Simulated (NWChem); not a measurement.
# UB3LYP/6-31G(d) (Cartesian functions) run of C2HF2Ge (SMILES C#[C][Ge]([F])[F])

Aim: the vertical doublet–quartet gap of C2HF2Ge at UB3LYP/6-31G* (Cartesian functions), from 2 runs. 

The results are computed with NWChem 7.3.0.

### Step 1. The molecule

C2HF2Ge has 6 atoms, charge 0, and is taken as a doublet. SMILES: `C#[C][Ge]([F])[F]`. The coordinates come from a PBE0-D4/def2-TZVP relaxation.

Bond lengths: C1–C2 1.206 Å, C2–Ge3 1.892 Å, Ge3–F4 1.728 Å, Ge3–F5 1.728 Å, C1–H6 1.067 Å. Angles: C1–C2–Ge3 171.1°, C2–Ge3–F4 108.5°, C2–Ge3–F5 108.5°, F4–Ge3–F5 104.7°, C2–C1–H6 178.2°.

### Step 2. Energy and gradient at UB3LYP/6-31G(d) (Cartesian functions)

run.py reads:

```python
from ase import Atoms
from ase.calculators.nwchem import NWChem

atoms = Atoms(['C', 'C', 'Ge', 'F', 'F', 'H'], positions=[
    [-0.190100, 0.518400, 1.692900],
    [-0.131400, 0.204200, 0.530300],
    [-0.289600, -0.139700, -1.323100],
    [-0.276600, -1.850600, -1.565100],
    [1.142900, 0.424100, -2.108200],
    [-0.213200, 0.779700, 2.727000],
])

calc = NWChem(
    label='m1',
    theory='dft',
    memory='2200 mb',
    basis='6-31G*',
    dft={'xc': 'b3lyp', 'mult': '2', 'grid': 'fine', 'convergence': 'energy 1e-08', 'iterations': '100', 'mulliken': None, 'print': 'low'},
)
atoms.calc = calc

forces = atoms.get_forces()
e = atoms.get_potential_energy()
print(f"E = {e:.6f} eV")
print("forces (eV/A):")
for s, f in zip(atoms.symbols, forces):
    print(f"{s:2s} {f[0]:10.5f} {f[1]:10.5f} {f[2]:10.5f}")
```

Launch:

```
$ export ASE_NWCHEM_COMMAND="nwchem PREFIX.nwi > PREFIX.nwo"
$ python run.py
```

Output:

```text
E = -64034.347467 eV
forces (eV/A):
C    -0.04854    0.23428    0.85453
C     0.03713   -0.19324   -0.71142
Ge   -0.32391    0.21309    0.03193
F    -0.01764   -0.42084   -0.05255
F     0.34139    0.15781   -0.18964
H     0.01152    0.00890    0.06711
```

The calculator wrote m1.nwi:

```
title "m1"

permanent_dir m1

scratch_dir m1

start m1

geometry units angstrom nocenter noautosym noautoz
  C  -1.9009999999999999e-01 5.1839999999999997e-01 1.6929000000000001e+00
  C  -1.3139999999999999e-01 2.0419999999999999e-01 5.3029999999999999e-01
  Ge -2.8960000000000002e-01 -1.3969999999999999e-01 -1.3230999999999999e+00
  F  -2.7660000000000001e-01 -1.8506000000000000e+00 -1.5650999999999999e+00
  F  1.1429000000000000e+00 4.2409999999999998e-01 -2.1082000000000001e+00
  H  -2.1320000000000000e-01 7.7969999999999995e-01 2.7269999999999999e+00
end

memory 2200 mb

basis noprint
   * library 6-31G*
end

dft
  xc b3lyp
  mult 2
  grid fine
  convergence energy 1e-08
  iterations 100
  mulliken
  print low
end

task dft gradient
```

m1.nwo, shortened:

```text
[...]
         Total DFT energy =    -2353.218884531621
      One electron energy =    -3949.396428322382
           Coulomb energy =     1368.951371023625
    Exchange-Corr. energy =     -111.213346800117
 Nuclear repulsion energy =      338.439519567253
[... 44 lines left out ...]
     ------------------------------------------
      Spin Density - Lowdin Population Analysis
[...]
      <S2> =      0.7519 (Exact =     0.7500)
                         DFT ENERGY GRADIENTS
    atom               coordinates                        gradient
                 x          y          z           x          y          z
   1 C      -0.359237   0.979634   3.199117    0.000944  -0.004556  -0.016618
   2 C      -0.248310   0.385882   1.002122   -0.000722   0.003758   0.013835
   3 Ge     -0.547265  -0.263995  -2.500296    0.006299  -0.004144  -0.000621
   4 F      -0.522698  -3.497127  -2.957610    0.000343   0.008184   0.001022
   5 F       2.159768   0.801433  -3.983920   -0.006639  -0.003069   0.003688
   6 H      -0.402890   1.473419   5.153283   -0.000224  -0.000173  -0.001305
 Task  times  cpu:       23.3s     wall:       23.3s
 Total times  cpu:       23.3s     wall:       23.3s
```

It took 24 s on 1 thread of AMD EPYC 9R45 (Zen 5), shared host; peak memory 0.13 GiB.

### Step 3. The quartet: the energy at UB3LYP/6-31G(d) (Cartesian functions)

work.nw reads:

```
start work
title "C2HF2Ge energy"
memory 2200 mb
geometry units atomic noautosym nocenter noautoz
  C   -0.35923694   0.97963402   3.19911736
  C   -0.24831001   0.38588207   1.00212176
  Ge  -0.54726469  -0.26399474  -2.50029664
  F   -0.52269825  -3.49712717  -2.95761036
  F    2.15976799   0.80143285  -3.98392062
  H   -0.40288961   1.47341946   5.15328314
end
basis cartesian
  C library 6-31G*
  Ge library 6-31G*
  F library 6-31G*
  H library 6-31G*
end
dft
  xc b3lyp
  mult 4
  grid fine
  convergence energy 1e-08
  maxiter 100
  mulliken
end
task dft energy
```

Launch:

```
$ nwchem work.nw > work.out
```

Output:

```text
[...]
          Wavefunction type:  spin polarized.
          No. of atoms     :     6
          No. of electrons :    63
[...]
          Charge           :     0
          Spin multiplicity:     4
[...]
          AO basis - number of functions:    97
[...]
              XC Information
              --------------
                         B3LYP Method XC Potential
                     Hartree-Fock (Exact) Exchange  0.200
                        Slater Exchange Functional  0.800 local
                    Becke 1988 Exchange Functional  0.720 non-local
              Lee-Yang-Parr Correlation Functional  0.810
                  VWN I RPA Correlation Functional  0.190 local
[...]
 d= 0,ls=0.0,diis     1  -2352.8734592147 -2.69D+03  1.42D-02  4.87D-01     1.9
[...]
 d= 0,ls=0.5,diis    37  -2353.0282073900 -7.44D-09  6.81D-08  5.65D-10    53.3
[...]
         Total DFT energy =    -2353.028207394253
      One electron energy =    -3949.496450641952
           Coulomb energy =     1369.288473457061
    Exchange-Corr. energy =     -111.259725048667
 Nuclear repulsion energy =      338.439494839305
[...]
      Total Density - Mulliken Population Analysis
     ---------------------------------------------
    Atom       Charge   Shell Charges
 -----------   ------   -------------------------------------------------------
    1 C    6     6.09   1.99  0.73  1.99  0.59  0.79  0.01
    2 C    6     5.98   1.99  0.72  1.93  0.82  0.50  0.00
    3 Ge  32    31.43   2.00  1.99  6.00  1.93  5.99  1.27  1.61  0.16  0.25  6.94  2.97  0.31
    4 F    9     9.37   1.99  0.95  3.29  0.95  2.11  0.06
    5 F    9     9.37   1.99  0.95  3.29  0.95  2.11  0.06
    6 H    1     0.77   0.50  0.27
[...]
      <S2> =      3.7568 (Exact =     3.7500)
[...]
```

Run time: 56 s. Hardware: 1 thread of AMD EPYC 9R45 (Zen 5), shared host; peak memory 0.12 GiB.

### Step 4. Outcome

At UB3LYP/6-31G* (Cartesian functions):

| quantity | value |
| --- | --- |
| doublet: total energy | -2353.21888 Eh |
| doublet: ⟨S²⟩ | 0.752 |
| doublet: largest force on an atom | 0.887 eV/Å |
| quartet: total energy | -2353.02821 Eh |
| quartet: dipole moment | 3.64 D |
| quartet: HOMO energy (highest over α and β) | -3.56 eV |
| quartet: ⟨S²⟩ | 3.757 |
| vertical energy of the quartet above the doublet | 5.189 eV |

At this shape the quartet lies 5.19 eV (120 kcal/mol) above the doublet. The largest force (doublet) is 0.89 eV/Å: the shape isn't a stationary point for this species at this level. Mulliken charges (doublet) run from -0.37 on F4 to +0.63 on Ge3.
